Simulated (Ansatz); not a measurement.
Wanted: the native input for an Ansatz 0.2.0 run.

```
Task                : projected density of states
Functional          : PBEsol
Potentials or basis : Ansatz PAW
Cutoff              : 420 eV (not typed: the program's choice for these potentials)
k mesh              : 10 × 10 × 2
Occupations         : fermi-dirac, width 0.05 eV
Spin                : no spin polarisation
Hubbard terms       : Ti d U = 1 eV
Hubbard projectors  : ortho-atomic (the default)
Double counting     : fll (the default)
```

Ti3C2:

```
Ti C
1.0
     3.06660    0.00000    0.00000
    -1.53330    2.65576    0.00000
     0.00000    0.00000   15.11715
Ti C
6 4
Direct
  0.00000 0.00000 0.50000
  0.00000 0.00000 0.00000
  0.33333 0.66667 0.65612
  0.66667 0.33333 0.15612
  0.66667 0.33333 0.34388
  0.33333 0.66667 0.84388
  0.33333 0.66667 0.08590
  0.66667 0.33333 0.58590
  0.33333 0.66667 0.41410
  0.66667 0.33333 0.91410
```

The cell comes from a database or a generator and needn't be the stable form of this composition.

These files were run (other wordings do the same):

input.yaml

```yaml
crystal:
  lattice:
    - [3.0666049652, 0.0, 0.0]
    - [-1.5333024826, 2.6557578032, 0.0]
    - [0.0, 0.0, 15.11715007]
  atoms:
    - { symbol: Ti, position: [0.0, 0.0, 0.5] }
    - { symbol: Ti, position: [0.0, 0.0, 0.0] }
    - { symbol: Ti, position: [0.3333333333, 0.6666666667, 0.65612229] }
    - { symbol: Ti, position: [0.6666666667, 0.3333333333, 0.15612229] }
    - { symbol: Ti, position: [0.6666666667, 0.3333333333, 0.34387771] }
    - { symbol: Ti, position: [0.3333333333, 0.6666666667, 0.84387771] }
    - { symbol: C, position: [0.3333333333, 0.6666666667, 0.08589624] }
    - { symbol: C, position: [0.6666666667, 0.3333333333, 0.58589624] }
    - { symbol: C, position: [0.3333333333, 0.6666666667, 0.41410376] }
    - { symbol: C, position: [0.6666666667, 0.3333333333, 0.91410376] }
hamiltonian:
  xc: pbesol
  pseudopotentials: { kind: paw }
  hubbard: { sites: [{ species: Ti, l: d, u_eff: 1.0 }] }
kpoints:
  mp_grid: { grid: [10, 10, 2] }
scf:
  occupations: { method: fermi_dirac, width: 0.05 }
  n_extra_bands: 25
output:
  forces: true
  stress: true
  eigenvalues: true
  dos: { projected: true, de: 0.05, nscf_kmesh: { grid: [15, 15, 3] } }
```

Potentials or basis: Ansatz PAW.

Launch:

```console
$ ansatz run input.yaml --threads 4 --pin off --max-ram 11264MiB --backend cpu --events-out ev --progress --plain --runs-dir out
```

It gave:

```yaml
Pressure: -3.7 GPa
Largest_force: 0.287 eV/Å
Band_gap_on_the_k_mesh: none (metal or under the smearing width)
Density_of_states_at_the_Fermi_level: 2.34 states/eV per cell
```

Caveat: U without spin polarisation on a metal has little footing; the PAW data sets come from PBE, with cores solved anew for the run's functional, which leaves a small shift of forces and pressure; the U is typed as a test and isn't derived for this compound; the density of states is complete only up to the lowest level of the last band computed.

Run time: 12 s on 4 threads of Arm Neoverse V1, on a shared host, peak memory 0.82 GiB.
